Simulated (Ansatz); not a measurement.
# BH₅Se: ionisation energy by level of theory

One table from this session's results is given with a row withheld; the runs are named, their logs left out.

Program: Ansatz 0.2.0, Gaussian basis. Level of theory: unrestricted cation, the program's frozen cores in correlated methods. These are calculated values, not measurements.

Plan: UKS PBE-D4/def2-TZVPP; UKS r2SCAN-D4/def2-TZVPP; UKS PBE0-D4/def2-TZVPP; UKS B3LYP-D4/def2-TZVPP; UKS wB97X-V/def2-TZVPP; UKS wB97M-V/def2-TZVPP; UKS B2PLYP/def2-TZVPP; UHF-CCSD(T)/def2-TZVPP; UHF-MP2/def2-QZVPP; extrapolation to the limit; then −ε(HOMO) from the neutral's earlier runs with LDA (SPW92), PBE-D4, revPBE-D4, BLYP-D4, r2SCAN-D4, B97M-V, PBE0-D4, B3LYP-D4, r2SCANh-D4, r2SCAN0-D4, HSE06-D4, BHLYP-D4, CAM-B3LYP-D4, LC-ωPBE, ωB97X-V, ωB97M-V.

### The geometry

The geometry comes from an earlier relaxation with PBE0-D4 in a triple-zeta def2 set; it is a stationary point, not always the lowest conformer.

SMILES `[BH3-][SeH2+]`, 7 atoms, charge 0, spin multiplicity 1.

Atoms are counted from 1 here; the program's logs count them from 0.

Bond lengths: B1–Se2 2.124 Å, B1–H3 1.201 Å, B1–H4 1.207 Å, B1–H5 1.207 Å, Se2–H6 1.472 Å, Se2–H7 1.472 Å. Angles: Se2–B1–H3 105.7°, Se2–B1–H4 99.6°, Se2–B1–H5 99.6°, H3–B1–H4 116.7°, H3–B1–H5 116.7°, H4–B1–H5 114.6°, B1–Se2–H6 102.0°, B1–Se2–H7 102.0°, H6–Se2–H7 91.2°.

Geometry (Å):

```xyz
7
BH5Se
B    -0.6799   -0.4265   -0.4784
Se    0.9921    0.7763    0.0411
H    -0.9992   -0.9944    0.5308
H    -0.1816   -1.1015   -1.3457
H    -1.4292    0.4308   -0.8781
H     0.5333    1.4174    1.2842
H     1.8257   -0.1700    0.8003
```

Set-up of the first run:

in.yaml

```yaml
crystal:
  periodic: [false, false, false]
  atoms:
    - {symbol: B, position_ang: [-0.679918, -0.426512, -0.478396]}
    - {symbol: Se, position_ang: [0.992127, 0.776288, 0.041121]}
    - {symbol: H, position_ang: [-0.999179, -0.994400, 0.530827]}
    - {symbol: H, position_ang: [-0.181624, -1.101498, -1.345707]}
    - {symbol: H, position_ang: [-1.429173, 0.430831, -0.878072]}
    - {symbol: H, position_ang: [0.533321, 1.417361, 1.284160]}
    - {symbol: H, position_ang: [1.825746, -0.169969, 0.800266]}
basis:
  gaussian: {orbitals: def2-TZVPP}
total_charge: 1
magnetization: {spin_polarized: true, initial_magnetization: 1}
hamiltonian: {xc: pbe, dispersion: d4}
```

Among the steps run: Cation, UKS PBE-D4/def2-TZVPP; Cation, UKS r2SCAN-D4/def2-TZVPP; Cation, UKS PBE0-D4/def2-TZVPP; Cation, UKS B3LYP-D4/def2-TZVPP; Cation, UKS wB97X-V/def2-TZVPP; Cation, UKS wB97M-V/def2-TZVPP; Cation, UKS B2PLYP (frozen core)/def2-TZVPP; Cation, UHF-CCSD(T)/def2-TZVPP; Cation, UHF-MP2/def2-QZVPP.

One of the session's tables, all rows but one given; the rest of the session is left out.

It belongs to the step «Ionisation energies side by side». For comparison, −ε(HOMO) of the neutral from earlier runs:

| functional | −ε(HOMO) (eV) |
| --- | --- |
| LDA (SPW92) | 7.08 |
| PBE-D4 | 7.05 |
| revPBE-D4 | 7.02 |
| BLYP-D4 | 6.97 |
| r2SCAN-D4 | ? |
| B97M-V | 7.44 |
| PBE0-D4 | 8.35 |
| B3LYP-D4 | 8.16 |
| r2SCANh-D4 | 7.83 |
| r2SCAN0-D4 | 8.54 |
| HSE06-D4 | 7.94 |
| BHLYP-D4 | 9.52 |
| CAM-B3LYP-D4 | 9.73 |
| LC-ωPBE | 11.09 |
| ωB97X-V | 10.74 |
| ωB97M-V | 10.59 |

Q: Estimate the row for r2SCAN-D4 from the others.

Worked estimate for «−ε(HOMO) (eV)». Against the share of exact exchange, r2SCANh-D4 (0.1, 7.83), r2SCAN0-D4 (0.25, 8.54) give a slope of 4.73 per unit share; at 0 the line stands at 7.36.

**Answer.** −ε(HOMO) (eV): 7.35. In «−ε(HOMO) (eV)» the line misses by +0.01.
